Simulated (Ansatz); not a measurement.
Consider vertical spin-state energies of C2H5FGeS, SMILES F[CH]1[CH2][GeH]1[SH] (Ansatz's Python interface).

The script, `spin_c2h5fges.py`:
```python
"""Gap between spin states of C2H5FGeS at one geometry."""

from dataclasses import dataclass

import ansatz as az


@dataclass
class Options:
    basis: str = "def2-SVP"
    functional: str = "CAM-B3LYP"


opts = Options()

geometry_ang = [
    ("F", (-1.1554, -0.8283, 1.3015)),
    ("C", (-1.1307, -0.2095, 0.0343)),
    ("C", (-0.4086, 1.0459, 0.0002)),
    ("Ge", (0.7171, -0.4297, -0.8124)),
    ("S", (2.2953, -0.9764, 0.5638)),
    ("H", (-2.0087, -0.2516, -0.6381)),
    ("H", (-0.7264, 1.7912, -0.7136)),
    ("H", (0.0584, 1.3886, 0.9921)),
    ("H", (1.0134, 0.0976, -2.1796)),
    ("H", (1.4288, -1.679, 1.4549)),
]
mol = az.Crystal.molecule()
for symbol, xyz in geometry_ang:
    mol = mol.atom(symbol, xyz)

setup = (
    mol.calculation()
    .basis(gaussian=opts.basis)
    .functional(opts.functional)
)
found = {}
for unpaired in [0, 2]:
    r = setup.spin("collinear", total=unpaired).run(threads=1).report
    s = unpaired / 2
    found[unpaired] = r["free_energy_ev"]
    print(f"2S+1 = {unpaired + 1}: E = {found[unpaired]:.5f} eV, <S^2> = {abs(r['mean_field']['state']['spin_squared']):.3f} (pure state {s * (s + 1):.2f})")
lowest = min(found, key=found.get)
for unpaired, e in found.items():
    print(f"multiplicity {unpaired + 1}: {96.485332 * (e - found[lowest]):.1f} kJ/mol above the lowest")
```

Which spin state is lowest at this geometry, and how far above lie the others?

In order: multiplicity 1 (+0.00 eV) and multiplicity 3 (+2.78 eV), all at the one geometry.

The output:

```console
$ python spin_c2h5fges.py
2S+1 = 1: E = -72211.57445 eV, <S^2> = 0.000 (pure state 0.00)
2S+1 = 3: E = -72208.78947 eV, <S^2> = 2.008 (pure state 2.00)
multiplicity 1: 0.0 kJ/mol above the lowest
multiplicity 3: 268.7 kJ/mol above the lowest
```

Total energies depend on the basis set; only differences at equal settings carry meaning. The geometry is a force-field or estimated start, not a minimum of this method, and the basis set is short of its limit. All parts are taken at fixed geometry, without zero-point energy. The whole script took 13 s on 1 thread of Intel(R) Xeon(R) 6975P-C (Granite Rapids) (shared host), peak memory 0.54 GiB.
